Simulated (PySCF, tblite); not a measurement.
# AlF₄HS₂Si, a fragment of a glass network (2-ring): NMR shifts, core binding energies and electronic excitations

Wanted: the NMR shifts, core binding energies and electronic excitations for `[F][Al-]1([F])[S][Si](F)(F)[SH+]1`. It is drawn as: Si Al, F ends, S bridges.

Programs: tblite 0.8.0 and PySCF 2.14.0. All values are calculated, for the isolated system unless a continuum is named. Atoms count from 0, parts from 1.

### Step 1. The system as given

9 atoms, charge 0, multiplicity 1; geometry: distance geometry start.

### Step 2. Geometry optimisation with GFN2-xTB

Job settings and geometry (Å):

```
{"job": {"kind": "relax", "xc": "GFN2-xTB", "basis": "xTB"}, "charge": 0, "multiplicity": 1}
F     -2.251231     2.361530    -1.451076
Al    -1.893252     1.573520     0.079124
F     -3.179795     1.433978     1.251970
S      0.061679     2.365268     0.987313
Si     1.065565     0.429776     0.692632
F      1.437831    -0.300283     2.141499
F      2.278649     0.540103    -0.426454
S     -0.749270    -0.393918    -0.187545
H     -1.283306    -1.424932     0.480647
```

Level: GFN2-xTB geometry optimisation, gas phase.

Launch:

```bash
$ OMP_NUM_THREADS=1 python cluster_run.py task.json out
```

The driver reads the jobs from task.json and runs them one after another.

**Question.** The jobs that follow are: PBE0-D3(BJ)/def2-SVP geometry optimisation, gas phase; GIAO PBE0/pcSseg-1 NMR shielding, non-relativistic, gas phase; delta-SCF UKS SCAN, pcX-2 on the ionised atom, pcseg-1 elsewhere, spin-free X2C; TDDFT CAM-B3LYP/def2-SVPD, vertical, gas phase, core orbitals frozen in the response. Predict: point group; rotational constants (main isotopes); $^{1}$H shifts against TMS (PBE0/pcSseg-1); $^{19}$F shifts against CFCl3 (PBE0/pcSseg-1); $^{27}$Al shifts against AlH4- (PBE0/pcSseg-1); $^{33}$S shifts against CS2 (PBE0/pcSseg-1); $^{29}$Si shifts against TMS (PBE0/pcSseg-1); F1s binding energies, SCAN/pcX-2 (standing for 2 of 4 atoms); Al2p binding energies, SCAN/pcX-2; Si2p binding energies, SCAN/pcX-2; S2p binding energies, SCAN/pcX-2 (standing for 1 of 2 atoms); lowest singlet (CAM-B3LYP/def2-SVPD); brightest single state of those computed; lowest triplet; vertical ionisation energy (ΔSCF); vertical electron affinity (ΔSCF).

As calculated:

| quantity | value |
| --- | --- |
| point group | C1 |
| rotational constants (main isotopes) | 1.53, 0.75, 0.70 GHz |
| $^{1}$H shifts against TMS (PBE0/pcSseg-1) | 3.36 ppm |
| $^{19}$F shifts against CFCl3 (PBE0/pcSseg-1) | -95.2, -100.3, -162.1, -169.7 ppm |
| $^{27}$Al shifts against AlH4- (PBE0/pcSseg-1) | -8.3 ppm |
| $^{33}$S shifts against CS2 (PBE0/pcSseg-1) | -106, -150 ppm |
| $^{29}$Si shifts against TMS (PBE0/pcSseg-1) | -17.1 ppm |
| F1s binding energies, SCAN/pcX-2 (standing for 2 of 4 atoms) | F2 691.91, F0 691.84 eV |
| Al2p binding energies, SCAN/pcX-2 | Al1 82.11 eV |
| Si2p binding energies, SCAN/pcX-2 | Si4 110.64 eV |
| S2p binding energies, SCAN/pcX-2 (standing for 1 of 2 atoms) | S7 172.03 eV |
| lowest singlet (CAM-B3LYP/def2-SVPD) | 6.54 eV (190 nm), f = 0.020 |
| brightest single state of those computed | state 5, 7.32 eV, f = 0.051 |
| lowest triplet | 6.12 eV |
| vertical ionisation energy (ΔSCF) | 10.99 eV |
| vertical electron affinity (ΔSCF) | -0.17 eV (unbound: the value hangs on the basis) |

What this shows: The start of the PBE0/def2-SVP relaxation was shaken at random by about 0.01 Å, so part of the energy gained, and of the first lengths quoted, undoes that. The optimisation took 11 steps and gained 0.187 eV; among the close pairs (by a distance rule), Al1–S3 changed most, from 2.330 to 2.259 Å (PBE0/def2-SVP). No frequency check was run at this level, so the end point may be a saddle. At SCAN/pcX-2: the F1s levels computed lie within 0.07 eV of one another, too close to rank. Only 2 of the 4 F atoms are covered by sound results. The lowest singlet, at 6.54 eV, is HOMO→LUMO 0.49, HOMO→LUMO+1 0.26 and is weak; of the 6 states computed, the strongest absorption comes from state 5 at 7.32 eV. The lowest triplet lies 0.41 eV below the lowest singlet (triplets in Tamm-Dancoff, singlets in full TDDFT). The orbital energy would give 10.10 eV for ionisation, ΔSCF gives 10.99 eV.
